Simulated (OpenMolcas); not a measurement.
# C4H12Ge (tetramethylgermane), step by step

Aim: a single-point energy (HF/ANO-RCC-MB), then the energy (CASSCF(2,2)/ANO-RCC-VDZP), then the energy along one coordinate (CASPT2(2,2)/ANO-RCC-VDZP), then the energy along one coordinate (SC-NEVPT2(2,2)/ANO-RCC-VDZP), then an energy scan (MC-PDFT[tPBE](2,2)/ANO-RCC-VDZP) of C4H12Ge (tetramethylgermane). 

Program for the calculation: OpenMolcas 26.06.

## 1. The system as given

The species is C4H12Ge (17 atoms), meant as a singlet with charge 0. SMILES: `[CH3][Ge]([CH3])([CH3])[CH3]`. Geometry: relaxed at PBE0-D4/def2-TZVP.

Bond lengths: C1–Ge2 1.959 Å, Ge2–C3 1.959 Å, Ge2–C4 1.959 Å, Ge2–C5 1.959 Å, C1–H6 1.092 Å, C1–H7 1.092 Å, C1–H8 1.092 Å, C3–H9 1.092 Å, C3–H10 1.092 Å, C3–H11 1.092 Å, C4–H12 1.092 Å, C4–H13 1.092 Å, C4–H14 1.092 Å, C5–H15 1.092 Å, C5–H16 1.092 Å, C5–H17 1.092 Å. Some angles: C1–Ge2–C3 109.5°, C1–Ge2–C4 109.5°, C1–Ge2–C5 109.5°, C3–Ge2–C4 109.5°, C3–Ge2–C5 109.5°, C4–Ge2–C5 109.5°, Ge2–C1–H6 110.7°, Ge2–C1–H7 110.7°, Ge2–C1–H8 110.7°, Ge2–C3–H9 110.7°.

## 2. The energy at HF/ANO-RCC-MB (DKH2) (run 1)

File geom.xyz:

```xyz
17

C     -0.367480     0.718160    -1.784830
Ge    -0.000050     0.000060     0.000040
C      1.899890     0.229070     0.417460
C     -0.452680    -1.905120     0.043200
C     -1.079730     0.957890     1.324170
H     -0.121990     1.781080    -1.830470
H      0.225690     0.197440    -2.539250
H     -1.422960     0.599720    -2.037950
H      2.126410    -0.165000     1.410210
H      2.173880     1.285800     0.398230
H      2.520450    -0.298470    -0.309700
H     -0.254160    -2.325970     1.030950
H      0.138530    -2.458280    -0.689380
H     -1.509500    -2.055290    -0.186490
H     -2.144060     0.843090     1.109260
H     -0.889920     0.572200     2.327840
H     -0.842310     2.023590     1.316720
```

File step1.input:

```
>>> EXPORT MOLCAS_PRINT=2

&GATEWAY
 Coord=geom.xyz
 Basis=ANO-RCC-MB
 Group=NoSym

&SEWARD

&SCF
 PrOrbitals=0

&LOCALISATION
 Occupied
 Freeze
 Pipek-Mezey

&LOCALISATION
 FileOrb=$Project.LocOrb
 Virtual
 Pipek-Mezey
```

On the command line:

```bash
$ export MOLCAS_MEM=1860
$ pymolcas step1.input > step1.log
```

Standard output:

```text
--- Start Module: gateway ---
[...]
--- Stop Module: gateway /rc=_RC_ALL_IS_WELL_ ---
[...]
      Basis functions           50
[...]
       Convergence after   8 Iterations
[...]
::    Total SCF energy                              -2255.3541334358
[...]
      Total spin, S                                     0.0000000000
[...]
      Total electronic charge=   68.000000
      Total            charge=   -0.000000
[...]
      Dipole Moment (debye):
      Origin of the operator (angstrom)=   -0.0000    0.0000    0.0000
                   X= -2.9058E-04               Y=  3.3041E-04               Z=  2.5387E-04           Total=  5.0799E-04
      Quadrupole Moment (debye*angstrom):
[...]
--- Start Module: localisation ---
[...]
--- Stop Module: localisation /rc=_RC_ALL_IS_WELL_ ---
--- Start Module: localisation ---
[...]
--- Stop Module: localisation /rc=_RC_ALL_IS_WELL_ ---
[...]
```

Run time: 23 s. Hardware: 1 thread of Intel Xeon Platinum 8259CL at 2.50GHz (Skylake/Cascade Lake), shared host; peak memory 0.42 GiB.

## 3. The energy at CASSCF(2,2)/ANO-RCC-VDZP (DKH2, RICD fitting) (run 2)

geom.xyz is that of step 2.

File step2.inp:

```
* C4H12Ge CASSCF
>>> EXPORT MOLCAS_PRINT=2

&GATEWAY
 COORD
 geom.xyz
 BASIS
 ANO-RCC-MB
 GROUP
 NoSym

&SEWARD

&RASSCF
 FILEORB
 $CurrDir/step1.LocOrb
 ALTER
 2
 1 21 34
 1 35 47
 SPIN
 1
 NACTEL
 2 0 0
 INACTIVE
 33
 RAS2
 2
 ORBLISTING
 Nothing
>>> COPY $Project.RunFile RUNFIL1
>>> COPY $Project.RasOrb INPORB

&GATEWAY
 COORD
 geom.xyz
 BASIS
 ANO-RCC-VDZP
 GROUP
 NoSym
 RICD

&SEWARD
>>> COPY $Project.RunFile RUNFIL2

&EXPBAS

&RASSCF
 FILEORB
 $Project.ExpOrb
 SPIN
 1
 NACTEL
 2 0 0
 INACTIVE
 33
 RAS2
 2
 ORBLISTING
 Nothing
```

On the command line:

```bash
$ export MOLCAS_MEM=1860
$ pymolcas step2.inp > step2.log
```

Standard output:

```text
--- Start Module: gateway ---
[...]
      Basis functions           50
[...]
      Number of active orbitals                  2
[...]
      Spin quantum number                      0.0
[...]
      Active orbitals                            2
[...]
      Number of CSFs                             3
[...]
      Number of root(s) required                 1
[...]
      Convergence after 10 iterations
[...]
      printout of CI-coefficients larger than  0.05 for root  1
      energy=   -2255.368386
      conf/sym  11     Coeff  Weight
             1  20   0.99553 0.99109
             3  02  -0.09441 0.00891
      Natural orbitals and occupation numbers for root  1
      sym 1:   1.982174   0.017826
      ************************************************************************************************************************
      *                                                    Final results                                                     *
[...]
::    RASSCF root number  1 Total energy:  -2255.36838613
[...]
      Basis functions          143
[...]
      Convergence after 12 iterations
[...]
      Natural orbitals and occupation numbers for root  1
      sym 1:   1.982891   0.017109
      ************************************************************************************************************************
      *                                                    Final results                                                     *
[...]
::    RASSCF root number  1 Total energy:  -2255.63053384
[...]
      Total electronic charge=   68.000000
      Total            charge=   -0.000000
[...]
      Dipole Moment (debye):
      Origin of the operator (angstrom)=   -0.0000    0.0000    0.0000
                   X= -4.7386E-03               Y= -1.6790E-02               Z= -7.3704E-04           Total=  1.7462E-02
      Quadrupole Moment (debye*angstrom):
[...]
```

Wall time 55 s (1 thread of Intel Xeon Platinum 8259CL at 2.50GHz (Skylake/Cascade Lake), shared host); peak memory 0.42 GiB.

## 4. An energy scan at CASPT2(2,2)/ANO-RCC-VDZP (DKH2, RICD fitting, ipea shift 0.25 Eh, pt2 variant SS) (run 3)

File step3.input:

```
>>> EXPORT MOLCAS_PRINT=2
>>> COPY $CurrDir/step2.RasOrb $Project.RasOrb
>>> ForEach K in (1, 2, 3, 4, 5, 6, 7, 8, 9)

&gateway
  coord=$CurrDir/point$K.xyz
  basis=ANO-RCC-VDZP
  group=NoSym
  ricd

&seward

&rasscf
  fileorb=$Project.RasOrb
  spin=1
  nactel=2 0 0
  inactive=33
  ras2=2
  orblisting=Nothing

&caspt2
  imaginary=0.2
  frozen=13
>>> EndDo
```

On the command line:

```bash
$ export MOLCAS_MEM=1860
$ pymolcas step3.input > step3.log
```

Standard output:

```text
[...]
      Basis functions          143
[...]
      Number of active orbitals                  2
[...]
      Spin quantum number                      0.0
[...]
      Active orbitals                            2
[...]
      Number of CSFs                             3
[...]
      Number of root(s) required                 1
[...]
      Convergence after 10 iterations
[...]
      printout of CI-coefficients larger than  0.05 for root  1
      energy=   -2255.619367
      conf/sym  11     Coeff  Weight
             1  20   0.99701 0.99404
             3  02  -0.07722 0.00596
      Natural orbitals and occupation numbers for root  1
      sym 1:   1.988075   0.011925
      ************************************************************************************************************************
      *                                                    Final results                                                     *
[...]
::    RASSCF root number  1 Total energy:  -2255.61936708
[...]
::    CASPT2 Root  1     Total energy:  -2256.50285885
[...]
      Convergence after 10 iterations
[...]
      Natural orbitals and occupation numbers for root  1
      sym 1:   1.982880   0.017120
      ************************************************************************************************************************
      *                                                    Final results                                                     *
[...]
      Convergence after 10 iterations
[...]
      Convergence after 11 iterations
[...]
      Convergence after 10 iterations
[...]
::    RASSCF root number  1 Total energy:  -2255.48013477
[...]
::    CASPT2 Root  1     Total energy:  -2256.34983780
[...]
      Convergence after 10 iterations
[...]
::    RASSCF root number  1 Total energy:  -2255.46980888
[...]
      Reference weight:           0.78705
[...]
::    CASPT2 Root  1     Total energy:  -2256.33715337
[...]
```

It took 7.1 min on 1 thread of Intel Xeon Platinum 8259CL at 2.50GHz (Skylake/Cascade Lake), shared host; peak memory 0.24 GiB.

The scan, from its lowest point:

```csv
H6–C1 (Å),energy (kJ/mol)
0.983,27.2
1.092,0.0
1.201,13.2
1.365,68.8
1.583,162.1
1.856,268.9
2.184,361.7
2.620,429.0
3.276,462.3
```

## 5. The energy along one coordinate at SC-NEVPT2(2,2)/ANO-RCC-VDZP (DKH2, RICD fitting, pt2 variant SC-NEVPT2) (run 4)

File step4.inp:

```
>>> EXPORT MOLCAS_PRINT=2
>>> COPY $CurrDir/step2.RasOrb $Project.RasOrb
>>> ForEach K in (1, 2, 3, 4, 5, 6, 7, 8, 9)

&GATEWAY
 COORD=$CurrDir/point$K.xyz
 BASIS=ANO-RCC-VDZP
 GROUP=NoSym
 RICD

&SEWARD

&RASSCF
 FILEORB=$Project.RasOrb
 SPIN=1
 NACTEL=2 0 0
 INACTIVE=33
 RAS2=2
 ORBLISTING=Nothing

&CASPT2
 SC-NEVPT2
 FROZEN=13
>>> EndDo
```

On the command line:

```bash
$ export MOLCAS_MEM=1860
$ pymolcas step4.inp > step4.log
```

Standard output:

```text
--- Start Module: gateway ---
[...]
      Basis functions          143
[...]
      Number of active orbitals                  2
[...]
      Spin quantum number                      0.0
[...]
      Active orbitals                            2
[...]
      Number of CSFs                             3
[...]
      Number of root(s) required                 1
[...]
      Convergence after 10 iterations
[...]
      printout of CI-coefficients larger than  0.05 for root  1
      energy=   -2255.619367
      conf/sym  11     Coeff  Weight
             1  20   0.99701 0.99404
             3  02  -0.07722 0.00596
      Natural orbitals and occupation numbers for root  1
      sym 1:   1.988075   0.011925
      ************************************************************************************************************************
      *                                                    Final results                                                     *
[...]
::    RASSCF root number  1 Total energy:  -2255.61936708
[...]
::    SC-NEVPT2 Root  1     Total energy:  -2256.49970443
[...]
      Convergence after 10 iterations
[...]
      Natural orbitals and occupation numbers for root  1
      sym 1:   1.982880   0.017120
      ************************************************************************************************************************
      *                                                    Final results                                                     *
[...]
      Convergence after 10 iterations
[...]
      Convergence after 11 iterations
[...]
      Convergence after 10 iterations
[...]
::    RASSCF root number  1 Total energy:  -2255.48013477
[...]
::    SC-NEVPT2 Root  1     Total energy:  -2256.34693335
[...]
      Convergence after 10 iterations
[...]
::    RASSCF root number  1 Total energy:  -2255.46980888
[...]
::    SC-NEVPT2 Root  1     Total energy:  -2256.33450980
[...]
```

It took 6 min on 1 thread of Intel Xeon Platinum 8259CL at 2.50GHz (Skylake/Cascade Lake), shared host; peak memory 0.24 GiB.

The scan, from its lowest point:

```csv
H6–C1 (Å),energy (kJ/mol)
0.983,28.3
1.092,0.0
1.201,12.3
1.365,66.8
1.583,159.6
1.856,267.1
2.184,361.3
2.620,429.4
3.276,462.0
```

## 6. The energy along one coordinate at MC-PDFT[tPBE](2,2)/ANO-RCC-VDZP (DKH2, RICD fitting) (run 5)

File step5.input:

```
>>> COPY $CurrDir/step2.RasOrb $Project.RasOrb
>>> ForEach K in (1, 2, 3, 4, 5, 6, 7, 8, 9)
&gateway
coord = $CurrDir/point$K.xyz
basis = ANO-RCC-VDZP
group = NoSym
ricd
&seward
&rasscf
fileorb = $Project.RasOrb
spin = 1
nactel = 2 0 0
inactive = 33
ras2 = 2
orblisting = Nothing
&mcpdft
ksdft = T:PBE
>>> EndDo
```

On the command line:

```bash
$ export MOLCAS_MEM=1860
$ pymolcas step5.input > step5.log
```

Standard output:

```text
--- Start Module: gateway ---
[...]
      Basis functions          143
[...]
      Number of active orbitals                  2
[...]
      Spin quantum number                      0.0
[...]
      Active orbitals                            2
[...]
      Number of CSFs                             3
[...]
      Number of root(s) required                 1
[...]
      Convergence after 10 iterations
[...]
      printout of CI-coefficients larger than  0.05 for root  1
      energy=   -2255.619367
      conf/sym  11     Coeff  Weight
             1  20   0.99701 0.99404
             3  02  -0.07722 0.00596
      Natural orbitals and occupation numbers for root  1
      sym 1:   1.988075   0.011925
      ************************************************************************************************************************
      *                                                    Final results                                                     *
[...]
::    RASSCF root number  1 Total energy:  -2255.61936708
[...]
::    MCPDFT root number  1 Total energy:  -2257.93714430
[...]
      Convergence after 10 iterations
[...]
      Natural orbitals and occupation numbers for root  1
      sym 1:   1.982880   0.017120
      ************************************************************************************************************************
      *                                                    Final results                                                     *
[...]
      Convergence after 10 iterations
[...]
      Convergence after 11 iterations
[...]
      Convergence after 10 iterations
[...]
::    RASSCF root number  1 Total energy:  -2255.48013477
[...]
::    MCPDFT root number  1 Total energy:  -2257.77497751
[...]
      Convergence after 10 iterations
[...]
::    RASSCF root number  1 Total energy:  -2255.46980888
[...]
::    MCPDFT root number  1 Total energy:  -2257.76139026
[...]
```

It took 7 min on 1 thread of Intel Xeon Platinum 8259CL at 2.50GHz (Skylake/Cascade Lake), shared host; peak memory 0.24 GiB.

The scan, from its lowest point:

```csv
H6–C1 (Å),energy (kJ/mol)
0.983,26.8
1.092,0.0
1.201,13.0
1.365,68.6
1.583,163.1
1.856,274.6
2.184,375.9
2.620,452.6
3.276,488.2
```

## 7. Summary of results

| quantity | value |
| --- | --- |
| run 1, HF/ANO-RCC-MB: total energy | -2255.35413 Eh |
| run 1, HF/ANO-RCC-MB: dipole moment | 0.00 D |
| run 1, HF/ANO-RCC-MB: HOMO energy | -12.20 eV |
| run 1, HF/ANO-RCC-MB: LUMO energy | 8.15 eV |
| run 1, HF/ANO-RCC-MB: HOMO–LUMO gap | 20.35 eV |
| run 2, CASSCF(2,2)/ANO-RCC-VDZP: total energy | -2255.63053 Eh |
| run 2, CASSCF(2,2)/ANO-RCC-VDZP: dipole moment (CASSCF density) | 0.02 D |
| run 3, CASPT2(2,2)/ANO-RCC-VDZP: lowest energy of the scan | -2256.51323 Eh |
| run 4, SC-NEVPT2(2,2)/ANO-RCC-VDZP: lowest energy of the scan | -2256.51048 Eh |
| run 5, MC-PDFT[tPBE](2,2)/ANO-RCC-VDZP: lowest energy of the scan | -2257.94735 Eh |

In words: Mulliken charges (run 1, HF/ANO-RCC-MB) run from -0.69 on C1 to +1.04 on Ge2.
